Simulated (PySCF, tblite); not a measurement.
# C₁₀H₁₂O₃S: excited states

What do calculations give for the excited states of C₁₀H₁₂O₃S (`COC1=CC=C/C(=C/S(C)(=O)=O)C=C1`)?

Programs: tblite 0.8.0 and PySCF 2.14.0, with routines of our own; each step states its level. All values are computed. Atoms count from 0.

## 1. The starting structure

26 atoms, charge 0, multiplicity 1; geometry from: force field or distance geometry start.

## 2. Geometry optimisation with GFN2-xTB

The job: settings as JSON, then the geometry in Å.

```
{"job": {"kind": "relax", "xc": "GFN2-xTB", "basis": "xTB"}, "charge": 0, "multiplicity": 1}
C     -4.359500    -0.588200    -1.311700
O     -3.002000    -0.503000    -1.650100
C     -2.058100    -0.159000    -0.667300
C     -2.300000     0.956900     0.039000
C     -1.474700     1.529700     1.132900
C     -0.220000     1.257000     1.473000
C      0.641200     0.259100     0.801500
C      1.964300     0.438700     0.907700
S      3.057100    -0.702700     0.144200
C      4.646400     0.118100     0.181400
O      2.737600    -0.946600    -1.307200
O      3.217100    -1.977300     0.927700
C      0.216100    -0.918500     0.048800
C     -0.927400    -1.098100    -0.593400
H     -4.885600    -0.876300    -2.260800
H     -4.820800     0.371700    -0.986200
H     -4.596600    -1.381600    -0.572200
H     -3.202100     1.503700    -0.167200
H     -1.975800     2.289400     1.711000
H      0.231700     1.788000     2.300500
H      2.284300     1.303500     1.470100
H      4.492600     1.183000    -0.175700
H      5.053100     0.235600     1.216900
H      5.348100    -0.326300    -0.542200
H      0.964800    -1.701100     0.011900
H     -1.052700    -2.032900    -1.089400
```

The run is started by

```sh
$ OMP_NUM_THREADS=1 python excited_run.py task.json out
```

The driver reads the jobs from task.json and runs them one after another.

Output:

```text
step      E/eV     max force
  0   -1165.79190    3.928
  1   -1166.22934    1.333
  2   -1166.30943    0.850
  3   -1166.38942    0.592
  4   -1166.43232    0.460
  5   -1166.46499    0.364
  6   -1166.48206    0.272
  7   -1166.49495    0.290
  8   -1166.50526    0.247
  9   -1166.51256    0.213
 10   -1166.51675    0.141
 11   -1166.51987    0.116
 12   -1166.52332    0.125
 13   -1166.52735    0.138
 14   -1166.53082    0.132
 15   -1166.53350    0.103
 16   -1166.53597    0.101
 17   -1166.53859    0.128
 18   -1166.54154    0.141
 19   -1166.54487    0.117
 20   -1166.54839    0.130
 21   -1166.55206    0.145
 22   -1166.55605    0.156
 23   -1166.56073    0.149
 24   -1166.56629    0.168
 25   -1166.57252    0.188
 26   -1166.57916    0.179
 27   -1166.58652    0.228
 28   -1166.59541    0.234
 29   -1166.60572    0.237
 30   -1166.61566    0.201
 31   -1166.62453    0.220
 32   -1166.63245    0.281
 33   -1166.63197    0.465
 34   -1166.64713    0.235
 35   -1166.65407    0.167
 36   -1166.66709    0.133
 37   -1166.67360    0.157
 38   -1166.68248    0.274
 39   -1166.69140    0.231
 40   -1166.70019    0.164
 41   -1166.70728    0.162
 42   -1166.71432    0.153
 43   -1166.71818    0.123
 44   -1166.72059    0.215
 45   -1166.72350    0.102
 46   -1166.72610    0.073
 47   -1166.72775    0.077
 48   -1166.72924    0.068
 49   -1166.73038    0.069
 50   -1166.73165    0.064
 51   -1166.73293    0.061
 52   -1166.73420    0.068
 53   -1166.73535    0.065
 54   -1166.73630    0.067
 55   -1166.73707    0.053
 56   -1166.73780    0.061
 57   -1166.73859    0.055
 58   -1166.73940    0.060
 59   -1166.74019    0.052
 60   -1166.74093    0.050
 61   -1166.74154    0.046
 62   -1166.74204    0.044
 63   -1166.74249    0.041
 64   -1166.74300    0.044
 65   -1166.74354    0.045
 66   -1166.74405    0.042
 67   -1166.74447    0.038
 68   -1166.74483    0.034
 69   -1166.74515    0.027
 70   -1166.74541    0.032
 71   -1166.74564    0.032
 72   -1166.74586    0.030
 73   -1166.74611    0.026
 74   -1166.74633    0.030
 75   -1166.74648    0.024
 76   -1166.74659    0.020
 77   -1166.74668    0.019
 78   -1166.74677    0.016
 79   -1166.74684    0.016
 80   -1166.74690    0.014
 81   -1166.74694    0.013
 82   -1166.74699    0.013
 83   -1166.74703    0.013
 84   -1166.74707    0.014
 85   -1166.74714    0.017
 86   -1166.74722    0.018
 87   -1166.74732    0.018
 88   -1166.74739    0.017
 89   -1166.74744    0.017
 90   -1166.74749    0.017
 91   -1166.74756    0.016
 92   -1166.74763    0.013
 93   -1166.74768    0.013
 94   -1166.74771    0.011
 95   -1166.74774    0.012
 96   -1166.74779    0.014
 97   -1166.74784    0.015
 98   -1166.74789    0.015
 99   -1166.74793    0.013
100   -1166.74798    0.015
101   -1166.74803    0.015
102   -1166.74808    0.016
103   -1166.74812    0.017
104   -1166.74816    0.014
105   -1166.74820    0.016
106   -1166.74825    0.017
107   -1166.74831    0.019
108   -1166.74838    0.020
109   -1166.74847    0.021
110   -1166.74856    0.015
111   -1166.74863    0.012
112   -1166.74868    0.012
113   -1166.74872    0.013
114   -1166.74876    0.013
115   -1166.74880    0.013
116   -1166.74884    0.014
117   -1166.74886    0.013
118   -1166.74889    0.012
119   -1166.74893    0.011
120   -1166.74896    0.010
121   -1166.74898    0.010
122   -1166.74899    0.007
```

Run time: 1.4 s. Hardware: 1 thread of Arm Neoverse V2, shared host.

Along the way: (not every step is listed)

| step | energy from step 0 (eV) | largest force (eV/Å) |
| --- | --- | --- |
| 0 | 0.0000 | 3.9279 |
| 1 | -0.4374 | 1.3333 |
| 2 | -0.5175 | 0.8497 |
| 3 | -0.5975 | 0.5925 |
| 4 | -0.6404 | 0.4602 |
| 5 | -0.6731 | 0.3640 |
| 6 | -0.6902 | 0.2720 |
| 7 | -0.7031 | 0.2897 |
| 8 | -0.7134 | 0.2469 |
| 18 | -0.7496 | 0.1414 |
| 28 | -0.8035 | 0.2339 |
| 38 | -0.8906 | 0.2738 |
| 48 | -0.9373 | 0.0677 |
| 58 | -0.9475 | 0.0599 |
| 68 | -0.9529 | 0.0343 |
| 78 | -0.9549 | 0.0158 |
| 88 | -0.9555 | 0.0175 |
| 98 | -0.9560 | 0.0150 |
| 108 | -0.9565 | 0.0199 |
| 117 | -0.9570 | 0.0135 |
| 118 | -0.9570 | 0.0122 |
| 119 | -0.9570 | 0.0110 |
| 120 | -0.9571 | 0.0104 |
| 121 | -0.9571 | 0.0100 |
| 122 | -0.9571 | 0.0073 |

Close pairs (by a distance rule), those that changed most:

| bond | before (Å) | after (Å) | change (Å) |
| --- | --- | --- | --- |
| S8–O10 | 1.506 | 1.441 | -0.065 |
| C3–C4 | 1.485 | 1.423 | -0.062 |
| S8–O11 | 1.505 | 1.443 | -0.062 |
| C9–H21 | 1.134 | 1.082 | -0.051 |
| O1–C2 | 1.405 | 1.358 | -0.048 |
| C9–H22 | 1.119 | 1.082 | -0.037 |
| C0–H14 | 1.123 | 1.089 | -0.034 |
| C5–C6 | 1.479 | 1.446 | -0.033 |

The end geometry stands in the next job.

## 3. Infrared spectrum with GFN2-xTB

The job: settings as JSON, then the geometry in Å.

```
{"job": {"kind": "ir", "xc": "GFN2-xTB", "basis": "xTB"}, "charge": 0, "multiplicity": 1}
C     -4.465195    -0.430708    -1.354421
O     -3.188580    -1.010150    -1.238063
C     -2.240154    -0.420937    -0.465962
C     -2.464159     0.696430     0.276719
C     -1.542735     1.371492     1.125877
C     -0.214078     1.204315     1.289005
C      0.685216     0.269516     0.649699
C      2.018347     0.449996     0.768614
S      3.209779    -0.612390    -0.008438
C      4.787942     0.209343     0.369783
O      3.025509    -0.591756    -1.437814
O      3.217108    -1.907831     0.626770
C      0.209268    -0.896292    -0.065105
C     -1.017377    -1.183984    -0.526827
H     -5.014067    -1.070631    -2.043396
H     -4.410132     0.581739    -1.766281
H     -4.985661    -0.407620    -0.391859
H     -3.452874     1.131580     0.258425
H     -1.993397     2.168491     1.705814
H      0.278186     1.878105     1.979772
H      2.449976     1.276447     1.302237
H      4.775736     1.191838    -0.083877
H      4.895428     0.262659     1.445267
H      5.577113    -0.395343    -0.058951
H      0.984371    -1.627118    -0.249669
H     -1.146615    -2.114575    -1.064201
```

Output:

```text
mode    cm-1     km/mol
  1      17.6      2.39
  2      47.0      3.66
  3      77.6      0.59
  4      94.3      4.27
  5     123.7      3.81
  6     149.1      0.04
  7     170.5      4.96
  8     197.1      1.61
  9     208.6      3.58
 10     252.5      0.85
 11     279.1      0.21
 12     287.0      5.49
 13     296.9      6.37
 14     334.8      9.82
 15     355.0      3.49
 16     396.8     21.68
 17     418.7      7.93
 18     453.6     49.63
 19     484.8    100.17
 20     508.3     74.25
 21     528.7      3.89
 22     629.2      1.39
 23     682.5     20.18
 24     693.3     32.70
 25     698.7    256.31
 26     721.7      5.62
 27     779.4     44.36
 28     797.5     24.10
 29     830.6      5.83
 30     836.1     12.87
 31     851.6     12.05
 32     856.3      3.91
 33     863.4    169.08
 34     922.1      7.74
 35     933.0      1.05
 36     947.9      0.43
 37    1043.1     22.02
 38    1082.7      0.38
 39    1101.2    276.24
 40    1117.1      1.90
 41    1141.1      0.42
 42    1171.5     10.77
 43    1195.8    286.57
 44    1233.6    525.76
 45    1259.4     42.13
 46    1264.9     46.19
 47    1281.5     14.98
 48    1318.5      0.40
 49    1349.9      3.65
 50    1388.8      4.70
 51    1400.9      0.42
 52    1425.2      2.66
 53    1427.4     13.28
 54    1440.0     10.11
 55    1469.3      7.34
 56    1479.7      9.23
 57    1555.1    812.02
 58    1577.0     29.73
 59    1626.8     13.44
 60    1657.4     21.35
 61    2938.7     34.07
 62    2950.4     29.56
 63    3030.4     10.98
 64    3040.5      6.92
 65    3054.9     42.17
 66    3063.5      1.49
 67    3069.9      6.28
 68    3082.6      1.73
 69    3086.6      8.30
 70    3089.1     26.95
 71    3090.4      0.76
 72    3120.3     18.77
```

Wall time 1.6 s (1 thread of Arm Neoverse V2, shared host).

The strongest bands and the atoms that carry them (share of the mass-weighted mode):

| cm⁻¹ | km/mol | atoms |
| --- | --- | --- |
| 485 | 100.2 | S8 16 %, O10 11 %, O11 10 %, C12 10 % |
| 508 | 74.2 | S8 16 %, O1 14 % |
| 699 | 256.3 | C9 40 %, S8 35 % |
| 863 | 169.1 | H23 33 %, C9 13 %, C7 13 %, S8 13 % |
| 1101 | 276.2 | O11 36 %, O10 33 %, S8 27 % |
| 1196 | 286.6 | C2 30 %, O1 29 %, H25 20 % |
| 1234 | 525.8 | S8 44 %, O10 29 %, O11 26 % |
| 1555 | 812.0 | C3 26 %, C2 24 %, C6 23 %, C7 12 % |

## 4. Excited states: TDA LC-wPBE/def2-SVP

The job, as its differences from that of step 3:

```diff
@@ -1,2 +1,2 @@
-{"job": {"kind": "ir", "xc": "GFN2-xTB", "basis": "xTB"}, "charge": 0, "multiplicity": 1}
+{"job": {"kind": "states", "xc": "LC-wPBE", "basis": "def2-SVP", "tda": true, "soc": true, "nstates": 8, "ntriplets": 6, "nquad": 4}, "charge": 0, "multiplicity": 1}
 C     -4.465195    -0.430708    -1.354421
```

Level: TDA LC-wPBE/def2-SVP excited states, vertical, gas phase, spin-orbit mean-field couplings.

Output:

```text
coarse grid: 23184 points
cycle   1  E = -1010.3674342000  dE =  3.955e+00  |g| = 1.308e+00  |ddm| = 6.131e+00
cycle   2  E = -1010.2402875043  dE =  1.271e-01  |g| = 1.639e+00  |ddm| = 2.766e+00
cycle   3  E = -1010.7243707218  dE = -4.841e-01  |g| = 1.162e-01  |ddm| = 1.533e+00
cycle   4  E = -1010.7272129892  dE = -2.842e-03  |g| = 6.642e-02  |ddm| = 2.331e-01
cycle   5  E = -1010.7284420617  dE = -1.229e-03  |g| = 1.755e-02  |ddm| = 9.692e-02
cycle   6  E = -1010.7285672766  dE = -1.252e-04  |g| = 6.249e-03  |ddm| = 3.275e-02
cycle   7  E = -1010.7285973148  dE = -3.004e-05  |g| = 3.006e-03  |ddm| = 1.492e-02
cycle   8  E = -1010.7286084441  dE = -1.113e-05  |g| = 1.590e-03  |ddm| = 1.124e-02
cycle   9  E = -1010.7286084470  dE = -2.856e-09  |g| = 5.241e-04  |ddm| = 5.155e-03
final grid: 221920 points
cycle  10  E = -1010.9036112071  dE = -5.609e-05  |g| = 6.374e-03  |ddm| = 4.436e-02
cycle  11  E = -1010.9036145970  dE = -3.390e-06  |g| = 5.560e-03  |ddm| = 1.285e-02
cycle  12  E = -1010.9036206795  dE = -6.082e-06  |g| = 9.243e-04  |ddm| = 5.538e-03
cycle  13  E = -1010.9036208959  dE = -2.165e-07  |g| = 2.717e-04  |ddm| = 1.152e-03
cycle  14  E = -1010.9036209259  dE = -2.994e-08  |g| = 7.283e-05  |ddm| = 6.399e-04
cycle  15  E = -1010.9036209292  dE = -3.301e-09  |g| = 3.589e-05  |ddm| = 1.929e-04
cycle  16  E = -1010.9036209302  dE = -9.820e-10  |g| = 1.817e-05  |ddm| = 1.056e-04
converged SCF energy = -1010.9036209302

Singlet excitations
state   eV       nm        f     d(h-e)  d(exc)  Lambda  PR(NTO)  |dmu|/D   mu/D   main configurations
  1   3.8282   323.9   0.05159   0.932   3.266   0.743   1.045    2.819    4.644   H->L 0.86, H->L+1 0.10
  2   4.5937   269.9   0.68985   0.777   3.348   0.747   1.208    2.867    7.516   H->L+1 0.79, H->L 0.11
  3   6.1902   200.3   0.00913   1.876   3.554   0.364   1.118    6.759    4.444   H-2->L+1 0.61, H-2->L 0.25
  4   6.3733   194.5   0.53695   0.429   3.221   0.631   1.521    1.010    4.663   H-1->L 0.71
  5   6.5949   188.0   0.19476   0.769   3.366   0.612   1.469                     H-1->L+1 0.65, H-4->L 0.08
  6   6.9048   179.6   0.01079   1.507   3.546   0.429   1.409                     H-8->L 0.33, H-2->L 0.29, H-2->L+1 0.13
  7   7.0997   174.6   0.01383   1.111   3.650   0.379   1.240                     H->L+2 0.79
  8   7.1264   174.0   0.25300   1.937   3.668   0.505   1.299                     H-3->L+1 0.47, H-3->L 0.34

Triplet excitations (Tamm-Dancoff)
state   eV     d(h-e)  d(exc)  Lambda  PR(NTO)   main configurations
  1   2.2746   0.432   2.902   0.728   1.147   H->L 0.81
  2   2.4137   0.060   2.989   0.745   1.144   H->L+1 0.80
  3   4.2261   0.281   2.558   0.593   1.328   H-1->L 0.38, H-3->L 0.23, H-4->L 0.14
  4   4.8820   0.174   2.523   0.582   2.519   H-6->L 0.14, H-1->L+1 0.13, H-4->L 0.12
  5   5.5232   0.789   3.167   0.617   1.588   H-1->L+1 0.41, H-4->L+1 0.13
  6   5.8201   0.874   3.307   0.501   1.714   H-2->L+1 0.25, H-4->L+1 0.12, H-2->L 0.11
S1 - T1 = 1.5536 eV

Spin-orbit couplings |<S|Hso|T>| (cm-1)
             T1       T2       T3       T4       T5       T6
S0        0.743    1.307    0.793    1.202    2.501    4.113
S1        0.100    0.604    0.926    0.361    0.654    0.433
S2        1.161    0.177    0.612    0.106    0.995    0.996
S3        0.476    1.627    0.555    1.973    3.067    1.793
S4        0.845    0.512    0.796    0.871    0.655    4.921
S5        0.254    1.101    0.887    0.711    1.548    6.052
S6        1.439    0.999    2.121    0.823    2.077    2.426
S7        1.636    2.760    2.244    1.884    1.508    1.089
S8        0.956    4.886    2.239    3.126    5.237   18.471
T1 sublevels (cm-1): 0.000 0.000 0.000   radiative rates (1/s): 0.00921 0.0424 0.0916
```

It took 2.5 min on 1 thread of Arm Neoverse V2, shared host; peak memory 1.4 GiB.

From this job:

| quantity | value |
| --- | --- |
| S1 less T1 | 1.55 eV |

Orbitals, density, ELF and potential are computed afterwards from the orbital file.

Frontier orbitals at LC-wPBE/def2-SVP, with the share of their density that lies nearest to each atom:

| orbital | energy (eV) | lies on |
| --- | --- | --- |
| HOMO | -8.08 | C7 22 %; C3, C5 about 14 % each; C2 9 % |
| LUMO | 0.34 | C12 20 %; 4 C atoms about 13 % each |

ELF in a plane through or near 15 of the atoms.

Values, 10 rows by 14 columns:
```
0.00 0.00 0.00 0.00 0.00 0.00 0.00 0.00 0.00 0.00 0.00 0.00 0.00 0.00
0.00 0.00 0.00 0.00 0.00 0.00 0.00 0.00 0.00 0.00 0.00 0.00 0.00 0.00
0.00 0.00 0.00 0.00 0.00 0.00 0.00 0.02 0.86 0.00 0.00 0.01 0.00 0.00
0.00 0.00 0.48 0.03 0.23 0.09 0.90 0.17 0.98 0.53 0.56 0.91 0.54 0.00
0.00 0.05 0.95 0.48 0.81 0.36 0.63 0.83 0.71 0.80 0.78 0.70 0.04 0.00
0.00 0.01 0.85 0.83 0.30 0.27 0.31 0.25 0.18 0.81 0.04 0.99 0.12 0.00
0.00 0.00 0.70 0.33 0.85 0.94 0.56 0.30 0.48 0.73 0.96 0.01 0.00 0.00
0.00 0.00 0.00 0.00 0.38 0.06 1.00 0.40 0.98 0.05 0.10 0.00 0.00 0.00
0.00 0.00 0.00 0.00 0.00 0.00 0.79 0.01 0.97 0.33 0.00 0.00 0.00 0.00
0.00 0.00 0.00 0.00 0.00 0.00 0.00 0.00 0.00 0.00 0.00 0.00 0.00 0.00
```
The map spans 16.2 Å across and 11.1 Å up, centred on the molecule. Atoms in the plane (x, y in Å): O1 (3.4, 1.2), C2 (2.3, 0.4), C3 (2.4, -0.9), C4 (1.3, -1.9), C5 (0.0, -1.7), C6 (-0.8, -0.5), C7 (-2.1, -0.6), S8 (-3.2, 0.8), C12 (-0.2, 0.8), C13 (1.1, 1.2), H16 (5.0, 0.1), H18 (1.7, -2.9), H19 (-0.6, -2.6), H20 (-2.6, -1.5), H22 (-5.1, -0.6).

On the surface of density 0.002 e/bohr³ the electrostatic potential runs, from the 1st to the 99th percentile, from -2.06 V near O10 to 1.24 V near H20.

## 5. Results

| quantity | value |
| --- | --- |
| strongest single infrared mode (GFN2-xTB) | 1555 cm⁻¹, 812 km/mol |
| zero-point energy (GFN2-xTB) | 123.4 kcal/mol |
| S1 less T1 (step 4, TDA LC-wPBE/def2-SVP) | 1.55 eV |
| potential on the surface of density 0.002 e/bohr³, 1st and 99th percentile | -2.06 V and 1.24 V |

What this shows: No mode is imaginary among the 72: a minimum at this level. The strongest single mode, at 1555 cm⁻¹, moves mainly C3, C2 and C6. GFN2-xTB is a fitted tight-binding method: band positions and strengths are rough. Its intensities can rank the bands wrongly. In step 4, the number of triplets below S1 is 2, and the largest singlet-triplet spin-orbit coupling is S8–T6, 18.47 cm⁻¹.
